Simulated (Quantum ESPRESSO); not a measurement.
A calculation with Quantum ESPRESSO 7.5 of BBr2 (native input, structure typed inline):

The input pw.in:

```
&CONTROL
  calculation = 'scf'
  prefix = 'pwscf'
  outdir = './tmp'
  pseudo_dir = './pseudo'
  tprnfor = .true.
  tstress = .true.
  disk_io = 'nowf'
/
&SYSTEM
  ibrav = 0
  nat = 3
  ntyp = 2
  ecutwfc = 55
  ecutrho = 440
  nbnd = 15
  occupations = 'smearing'
  smearing = 'fd'
  degauss = 0.00367493
/
&ELECTRONS
  conv_thr = 6d-10
  electron_maxstep = 120
  mixing_beta = 0.5
/
ATOMIC_SPECIES
B     10.8100 b_pbe_v1.4.uspp.F.UPF
Br    79.9040 br_pbe_v1.4.uspp.F.UPF
CELL_PARAMETERS angstrom
   3.1854460400    1.8391181300    2.2596390700
  -3.1854460400    1.8391181300    2.2596390700
   0.0000000000   -3.6782362600    2.2596390700
ATOMIC_POSITIONS crystal
B      0.0000000000    0.0000000000    0.0000000000
Br     0.7202413000    0.7202413000    0.7202413000
Br     0.2797587000    0.2797587000    0.2797587000
K_POINTS automatic
6 6 6 0 0 0
```

Potentials or basis: SSSP 1.3 efficiency PBE.

Command:

```sh
$ OMP_NUM_THREADS=1 pw.x -in pw.in > pw.out
```

The cell was built by a generator and needn't be a form met in nature.

Problem. Write the same calculation in another form: ASE script, structure from a P1 CIF.

Solution. As run:

run.py

```python
import numpy as np
from ase.calculators.espresso import Espresso, EspressoProfile
from ase.io import read

atoms = read('BBr2.cif')

input_data = {
    'control': {'calculation': 'scf', 'prefix': 'pwscf', 'outdir': './tmp', 'tprnfor': True, 'tstress': True, 'disk_io': 'nowf'},
    'system': {'ecutwfc': 55.0, 'ecutrho': 440.0, 'nbnd': 15, 'occupations': 'smearing', 'smearing': 'fd', 'degauss': 0.00367493},
    'electrons': {'conv_thr': 6e-10, 'electron_maxstep': 120, 'mixing_beta': 0.5},
}
pseudopotentials = {'Br': 'br_pbe_v1.4.uspp.F.UPF', 'B': 'b_pbe_v1.4.uspp.F.UPF'}
profile = EspressoProfile(command='pw.x', pseudo_dir='pseudo')
dft = Espresso(profile=profile, input_data=input_data, pseudopotentials=pseudopotentials, kpts=(6, 6, 6), koffset=(0, 0, 0))
atoms.calc = dft

print(f'energy {atoms.get_potential_energy():.8f} eV')
print('forces (eV/A)')
print(np.round(atoms.get_forces(), 6))
print('stress (eV/A^3, Voigt)')
print(np.round(atoms.get_stress(), 8))
print(f'Fermi level {dft.get_fermi_level():.4f} eV')
```

Contents of BBr2.cif:

```cif
data_BBr2
_cell_length_a 4.31687279
_cell_length_b 4.31687279
_cell_length_c 4.31687279
_cell_angle_alpha 95.10667463
_cell_angle_beta 95.10667463
_cell_angle_gamma 95.10667459
_space_group_name_H-M_alt 'P1'
_space_group_name_Hall 'P 1'
_space_group_IT_number 1
loop_
_space_group_symop_operation_xyz
'x,y,z'
loop_
_atom_site_label
_atom_site_type_symbol
_atom_site_symmetry_multiplicity
_atom_site_Wyckoff_symbol
_atom_site_fract_x
_atom_site_fract_y
_atom_site_fract_z
_atom_site_occupancy
B1 B 1 a 0.0000000000 0.0000000000 0.0000000000 1
Br1 Br 1 a 0.7202413000 0.7202413000 0.7202413000 1
Br2 Br 1 a 0.2797587000 0.2797587000 0.2797587000 1
```

Potentials or basis: SSSP 1.3 efficiency PBE.

Launch:

```bash
$ OMP_NUM_THREADS=1 python run.py
```

Both were run:

|  | native input, structure typed inline | ASE script, structure from a P1 CIF |
| --- | --- | --- |
| Pressure | -1.1 GPa | -1.1 GPa |
| Largest force | 1.505 eV/Å | 1.505 eV/Å |
| Band gap on the k mesh | none (metal or under the smearing width) | none (metal or under the smearing width) |

Keys that steer only the numerical path or the files written may differ.

Caveat: an odd number of electrons without spin polarisation forces a metal; a magnetic or distorted state may lie lower.
